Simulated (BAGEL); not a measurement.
# A workflow on C2H6Cl2Si (dichlorodimethylsilane)

Wanted: the energy (HF/6-31G*), then the energy (NEVPT2(2,2)/6-31G*) of C2H6Cl2Si (dichlorodimethylsilane). 

The results are computed with BAGEL 1.2.2.

1 further run of the same task is left out (set aside as unsound or not needed).

### 1 The structure to begin with

The species is C2H6Cl2Si (11 atoms), meant as a singlet with charge 0. As SMILES, `C[Si](C)(Cl)Cl`. The Si2–C3 distance was set to 3.516 Å, away from the relaxed value. At this shape a bond of the SMILES string is far longer than usual.

Bond lengths: C1–Si2 1.851 Å, Si2–Cl4 2.058 Å, Si2–Cl5 2.058 Å, C1–H6 1.093 Å, C1–H7 1.091 Å, C1–H8 1.093 Å, C3–H9 1.093 Å, C3–H10 1.091 Å, C3–H11 1.093 Å. Some angles: C1–Si2–Cl4 108.6°, C1–Si2–Cl5 108.6°, Cl4–Si2–Cl5 107.7°, Si2–C1–H6 110.3°, Si2–C1–H7 110.5°, Si2–C1–H8 110.3°, H6–C1–H7 108.5°, H6–C1–H8 108.7°, H7–C1–H8 108.5°, H9–C3–H10 108.5°.

### 2 The energy at HF/6-31G(d) (density fitting with svp-jkfit, spherical functions) (run 1)

The input, input.json:

```json
{ "bagel": [

{
  "title": "molecule",
  "basis": "6-31gs.json",
  "df_basis": "svp-jkfit",
  "angstrom": "true",
  "geometry": [
    { "atom": "C", "xyz": [      -2.702832,       1.299299,       0.137869 ] },
    { "atom": "Si", "xyz": [      -1.178612,       1.439749,      -0.902151 ] },
    { "atom": "C", "xyz": [       1.413930,      -0.753620,       0.009340 ] },
    { "atom": "Cl", "xyz": [      -1.685882,       1.078529,      -2.863801 ] },
    { "atom": "Cl", "xyz": [      -0.477652,       3.371189,      -0.783431 ] },
    { "atom": "H", "xyz": [      -2.468932,       1.515049,       1.183229 ] },
    { "atom": "H", "xyz": [      -3.463012,       2.005819,      -0.199911 ] },
    { "atom": "H", "xyz": [      -3.114372,       0.289199,       0.071749 ] },
    { "atom": "H", "xyz": [       1.724400,      -0.565080,       1.039920 ] },
    { "atom": "H", "xyz": [       2.278000,      -0.616910,      -0.643230 ] },
    { "atom": "H", "xyz": [       1.078600,      -1.790430,      -0.071900 ] }
  ]
},

{
  "title": "hf"
},

{
  "title": "print",
  "file": "orbitals.molden",
  "orbitals": "true"
}

]}
```

The basis set 6-31G* is read from a file made from the Basis Set Exchange's data (not shown).

Run with:

```sh
$ BAGEL_NUM_THREADS=1 BAGEL input.json > input.out
```

Standard output:

```text
* using 1 threads per process

  ===============================================================
  ===============================================================

  *** Geometry ***

  { "atom" : "C", "xyz" : [     -5.107612,      2.455319,      0.260535 ] },
  { "atom" : "Si", "xyz" : [     -2.227254,      2.720731,     -1.704818 ] },
  { "atom" : "C", "xyz" : [      2.671940,     -1.424135,      0.017650 ] },
  { "atom" : "Cl", "xyz" : [     -3.185855,      2.038124,     -5.411800 ] },
  { "atom" : "Cl", "xyz" : [     -0.902631,      6.370624,     -1.480470 ] },
  { "atom" : "H", "xyz" : [     -4.665605,      2.863028,      2.235979 ] },
  { "atom" : "H", "xyz" : [     -6.544144,      3.790449,     -0.377777 ] },
  { "atom" : "H", "xyz" : [     -5.885310,      0.546507,      0.135586 ] },
  { "atom" : "H", "xyz" : [      3.258644,     -1.067846,      1.965164 ] },
  { "atom" : "H", "xyz" : [      4.304796,     -1.165791,     -1.215529 ] },
  { "atom" : "H", "xyz" : [      2.038259,     -3.383422,     -0.135871 ] },

  Number of auxiliary basis functions:      642

  Since a DF basis is specified, we compute 2- and 3-index integrals:
    o Being stored without compression. Storage requirement is 0.045 GB

  Number of basis functions:       94
  Number of electrons      :       66

    * METHOD: MOLECULE                             0.31

  *** RHF ***

  === Nuclear Repulsion ===
   330.9490804881

      * DIIS with orbital gradients will be used.

  === RHF iteration (6-31gs.json) ===
      0      -1286.76507895          0.01480968           0.11
      1      -1286.83194543          0.01459858           0.09
      2      -1287.03991906          0.00173784           0.09
      3      -1287.04534915          0.00088333           0.10
      4      -1287.04638886          0.00025363           0.10
      5      -1287.04651299          0.00010933           0.09
      6      -1287.04653120          0.00002750           0.10
      7      -1287.04653263          0.00000793           0.10
      8      -1287.04653278          0.00000157           0.10
      9      -1287.04653279          0.00000041           0.10
     10      -1287.04653279          0.00000012           0.10
     11      -1287.04653279          0.00000004           0.10
     12      -1287.04653279          0.00000001           0.10
     13      -1287.04653279          0.00000000           0.09
    * SCF iteration converged.

    * Permanent dipole moment:
           (    0.209212,     0.662291,    -0.851341) a.u.

    * METHOD: HF                                   1.57

    * METHOD: PRINT                                0.02

  ===============================================================
```

It took 2.1 s on 1 thread of AMD EPYC 9R45 (Zen 5), shared host; peak memory 0.19 GiB.

### 3 A single-point energy at NEVPT2(2,2)/6-31G(d) (density fitting with svp-jkfit, spherical functions) (run 2)

The input, nevpt2.json:

```json
{ "bagel": [

{
  "title": "molecule",
  "basis": "6-31gs.json",
  "df_basis": "svp-jkfit",
  "angstrom": "true",
  "geometry": [
    { "atom": "C", "xyz": [      -2.702832,       1.299299,       0.137869 ] },
    { "atom": "Si", "xyz": [      -1.178612,       1.439749,      -0.902151 ] },
    { "atom": "C", "xyz": [       1.413930,      -0.753620,       0.009340 ] },
    { "atom": "Cl", "xyz": [      -1.685882,       1.078529,      -2.863801 ] },
    { "atom": "Cl", "xyz": [      -0.477652,       3.371189,      -0.783431 ] },
    { "atom": "H", "xyz": [      -2.468932,       1.515049,       1.183229 ] },
    { "atom": "H", "xyz": [      -3.463012,       2.005819,      -0.199911 ] },
    { "atom": "H", "xyz": [      -3.114372,       0.289199,       0.071749 ] },
    { "atom": "H", "xyz": [       1.724400,      -0.565080,       1.039920 ] },
    { "atom": "H", "xyz": [       2.278000,      -0.616910,      -0.643230 ] },
    { "atom": "H", "xyz": [       1.078600,      -1.790430,      -0.071900 ] }
  ]
},

{ "title": "hf", "charge": 0 },

{
  "title": "nevpt2",
  "nstate": 1,
  "nact": 2,
  "nclosed": 32,
  "charge": 0,
  "active": [33, 34],
  "maxiter": 200,
  "natocc": "true",
  "ncore": 17
},

{ "title": "print", "file": "orbitals.molden", "orbitals": "true" }

]}
```

The basis set 6-31G* is read from a file made from the Basis Set Exchange's data (not shown).

Run with:

```sh
$ BAGEL_NUM_THREADS=1 BAGEL nevpt2.json > nevpt2.out
```

Standard output:

```text
* using 1 threads per process

  ===============================================================
  ===============================================================

  *** Geometry ***

  { "atom" : "C", "xyz" : [     -5.107612,      2.455319,      0.260535 ] },
  { "atom" : "Si", "xyz" : [     -2.227254,      2.720731,     -1.704818 ] },
  { "atom" : "C", "xyz" : [      2.671940,     -1.424135,      0.017650 ] },
  { "atom" : "Cl", "xyz" : [     -3.185855,      2.038124,     -5.411800 ] },
  { "atom" : "Cl", "xyz" : [     -0.902631,      6.370624,     -1.480470 ] },
  { "atom" : "H", "xyz" : [     -4.665605,      2.863028,      2.235979 ] },
  { "atom" : "H", "xyz" : [     -6.544144,      3.790449,     -0.377777 ] },
  { "atom" : "H", "xyz" : [     -5.885310,      0.546507,      0.135586 ] },
  { "atom" : "H", "xyz" : [      3.258644,     -1.067846,      1.965164 ] },
  { "atom" : "H", "xyz" : [      4.304796,     -1.165791,     -1.215529 ] },
  { "atom" : "H", "xyz" : [      2.038259,     -3.383422,     -0.135871 ] },

  Number of auxiliary basis functions:      642

  Since a DF basis is specified, we compute 2- and 3-index integrals:
    o Being stored without compression. Storage requirement is 0.045 GB

  Number of basis functions:       94
  Number of electrons      :       66

    * METHOD: MOLECULE                             0.31

  *** RHF ***

  === Nuclear Repulsion ===
   330.9490804881

      * DIIS with orbital gradients will be used.

  === RHF iteration (6-31gs.json) ===
      0      -1286.76507895          0.01480968           0.10
      1      -1286.83194543          0.01459858           0.09
      2      -1287.03991906          0.00173784           0.09
      3      -1287.04534915          0.00088333           0.09
      4      -1287.04638886          0.00025363           0.10
      5      -1287.04651299          0.00010933           0.09
      6      -1287.04653120          0.00002750           0.09
      7      -1287.04653263          0.00000793           0.09
      8      -1287.04653278          0.00000157           0.09
      9      -1287.04653279          0.00000041           0.09
     10      -1287.04653279          0.00000012           0.09
     11      -1287.04653279          0.00000004           0.09
     12      -1287.04653279          0.00000001           0.09
     13      -1287.04653279          0.00000000           0.09
    * SCF iteration converged.

    * Permanent dipole moment:
           (    0.209212,     0.662291,    -0.851341) a.u.

    * METHOD: HF                                   1.50

    * freezing 17 orbitals
  ---------------------------
      CASSCF calculation
  ---------------------------

    ==== Active orbitals : =====
         Orbital 33
         Orbital 34
    ============================

    * nstate   :      1
    * nclosed  :     32
    * nact     :      2
    * nvirt    :     60
  === CASSCF iteration (6-31gs.json) ===

    * Using the second-order algorithm

      0  0     -1287.10635222     3.67e-03      0.02

      1  0     -1287.12408565     4.95e-04      0.49

      2  0     -1287.12425742     6.70e-05      0.49

      3  0     -1287.12426019     1.07e-05      0.46

      4  0     -1287.12426026     2.01e-06      0.50

      5  0     -1287.12426026     4.29e-07      0.51

      6  0     -1287.12426026     9.69e-08      0.44

      7  0     -1287.12426026     2.22e-08      0.42

      8  0     -1287.12426026     5.12e-09      0.39

    * Second-order optimization converged. *

     guess   0:   closed 1.                   open ..

  === FCI iteration ===

      0  0     -1287.03717770     7.73e-02      0.00
      1  0     -1287.12417983     2.58e-03      0.00
      2  0 *   -1287.12426026     5.72e-16      0.00

     * ci vector, state   0, <S^2> = 0.0000
       2.     0.8712850544
       .2    -0.4907772957

  === DF-NEVPT2 calculation ===

    * 3-index integral transformation done
    * assembly done

      NEVPT2 correlation energy:   -0.5618639206      0.16

          (+0)     -0.4943432210
          (+0)'    -0.0108414405
          (+1)     -0.0159300511
          (+1)'    -0.0000000000
          (+2)     -0.0002352774
          (-1)     -0.0399279186
          (-1)'     0.0000000000
          (-2)     -0.0005860119

      NEVPT2 total energy:       -1287.6861241845

    * METHOD: NEVPT2                               4.30

    * METHOD: PRINT                                0.02

  ===============================================================
```

It took 6.6 s on 1 thread of AMD EPYC 9R45 (Zen 5), shared host; peak memory 0.2 GiB.

### 4 Results

| quantity | value |
| --- | --- |
| run 1, HF/6-31G*: total energy | -1287.04653 Eh |
| run 1, HF/6-31G*: dipole moment | 2.79 D |
| run 1, HF/6-31G*: HOMO energy | -7.74 eV |
| run 1, HF/6-31G*: LUMO energy | -0.16 eV |
| run 1, HF/6-31G*: HOMO–LUMO gap | 7.57 eV |
| run 2, NEVPT2(2,2)/6-31G*: total energy | -1287.68612 Eh |

What this shows: One bond (run 1, HF/6-31G*) is far stretched, which a spin-restricted single reference describes badly; a broken-symmetry solution may lie lower.
